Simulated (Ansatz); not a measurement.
# CH₃F₃OTi: up Jacob's ladder to CCSD(T)

The task here is to estimate one member of a computed series from the others.

Method: functionals in def2-TZVPP, the program's frozen cores in correlated methods; program: Ansatz 0.2.0, Gaussian basis.

The runs, in order: LDA (SPW92), PBE-D4, revPBE-D4, BLYP-D4, r2SCAN-D4, B97M-V, PBE0-D4, B3LYP-D4, r2SCANh-D4, r2SCAN0-D4, HSE06-D4, BHLYP-D4, CAM-B3LYP-D4, LC-ωPBE, ωB97X-V, ωB97M-V, B2PLYP, PBE-QIDH; CCSD(T)/def2-SVP; CCSD(T)/def2-TZVPP; MP2/def2-QZVPP; extrapolation to the limit; RPA on PBE.

### Structure used throughout

The geometry comes from an earlier relaxation with PBE0-D4 in a triple-zeta def2 set; it is a stationary point, not always the lowest conformer.

SMILES `C[O][Ti]([F])([F])[F]`, 9 atoms, charge 0, spin multiplicity 1.

Atoms are counted from 1 here; the program's logs count them from 0.

Bond lengths: C1–O2 1.395 Å, C1–H7 1.093 Å, C1–H8 1.093 Å, C1–H9 1.093 Å, O2–Ti3 1.735 Å, Ti3–F4 1.757 Å, Ti3–F5 1.757 Å, Ti3–F6 1.757 Å. Angles: O2–C1–H7 109.7°, O2–C1–H8 109.7°, O2–C1–H9 109.7°, H7–C1–H8 109.2°, H7–C1–H9 109.2°, H8–C1–H9 109.2°, C1–O2–Ti3 179.6°, O2–Ti3–F4 109.4°, O2–Ti3–F5 109.4°, O2–Ti3–F6 109.4°, F4–Ti3–F5 109.6°, F4–Ti3–F6 109.5°, F5–Ti3–F6 109.6°.

Coordinates:

```
C     0.2736   -1.2649    0.9777
O     0.0514   -0.1778    0.1327
Ti   -0.2358    1.1726   -0.9177
F    -1.3176    0.6843   -2.2126
F     1.2891    1.7166   -1.5993
F    -0.9693    2.4790   -0.0007
H    -0.0929   -1.0327    1.9808
H    -0.2540   -2.1424    0.5957
H     1.3438   -1.4808    1.0263
```

The first run:

Input file in.yaml:

```yaml
crystal:
  periodic: [false, false, false]
  atoms:
    - {symbol: C, position_ang: [0.273607, -1.264898, 0.977748]}
    - {symbol: O, position_ang: [0.051404, -0.177822, 0.132684]}
    - {symbol: Ti, position_ang: [-0.235760, 1.172555, -0.917688]}
    - {symbol: F, position_ang: [-1.317578, 0.684270, -2.212644]}
    - {symbol: F, position_ang: [1.289138, 1.716554, -1.599256]}
    - {symbol: F, position_ang: [-0.969287, 2.478981, -0.000697]}
    - {symbol: H, position_ang: [-0.092865, -1.032690, 1.980790]}
    - {symbol: H, position_ang: [-0.253955, -2.142400, 0.595662]}
    - {symbol: H, position_ang: [1.343797, -1.480849, 1.026300]}
basis:
  gaussian: {orbitals: def2-TZVPP}
hamiltonian: {xc: lda}
output: {orbitals: {seedname: orbitals}}
```

The run is started by

```
$ ansatz run in.yaml --threads 4 --pin off --events-out ev --progress --plain --max-ram 11315MiB
```

Steps of the session up to this table: LDA; PBE-D4 (GGA); revPBE-D4 (GGA); BLYP-D4 (GGA); r2SCAN-D4 (meta-GGA); B97M-V (meta-GGA); B3LYP-D4 (hybrid); r2SCANh-D4 (hybrid); r2SCAN0-D4 (hybrid); HSE06-D4 (hybrid); BHLYP-D4 (hybrid); CAM-B3LYP-D4 (range-separated); LC-ωPBE (range-separated); ωB97X-V (range-separated); ωB97M-V (range-separated); B2PLYP (double hybrid); PBE-QIDH (double hybrid).

One of the session's tables, all rows but one given; the rest of the session is left out.

It belongs to the step «Frontier levels by functional». 

```
  functional  HOMO (eV)  LUMO (eV)  gap (eV)
 LDA (SPW92)      -8.12      -3.30      4.82
      PBE-D4      -7.93      -3.02      4.90
   revPBE-D4      -7.85      -2.92      4.92
     BLYP-D4      -7.86      -2.98      4.88
   r2SCAN-D4      -8.28      -3.00      5.28
      B97M-V      -8.38      -3.02      5.35
     PBE0-D4      -9.54      -2.12      7.42
    B3LYP-D4      -9.31      -2.43      6.88
  r2SCANh-D4      -8.88      -2.64      6.24
  r2SCAN0-D4      -9.78      -2.08      7.70
    HSE06-D4          ?          ?         ?
    BHLYP-D4     -11.09      -1.04     10.06
CAM-B3LYP-D4     -11.02      -1.01     10.01
     LC-ωPBE     -12.32       0.25     12.57
     ωB97X-V     -11.98       0.22     12.20
     ωB97M-V     -11.91       0.20     12.11
```

**Question.** Estimate the row for HSE06-D4.

**Answer.** HOMO (eV): -9.13; LUMO (eV): -2.50; gap (eV): 6.63. In the column «HOMO (eV)» it lies between B3LYP-D4 (-9.31) and r2SCANh-D4 (-8.88).
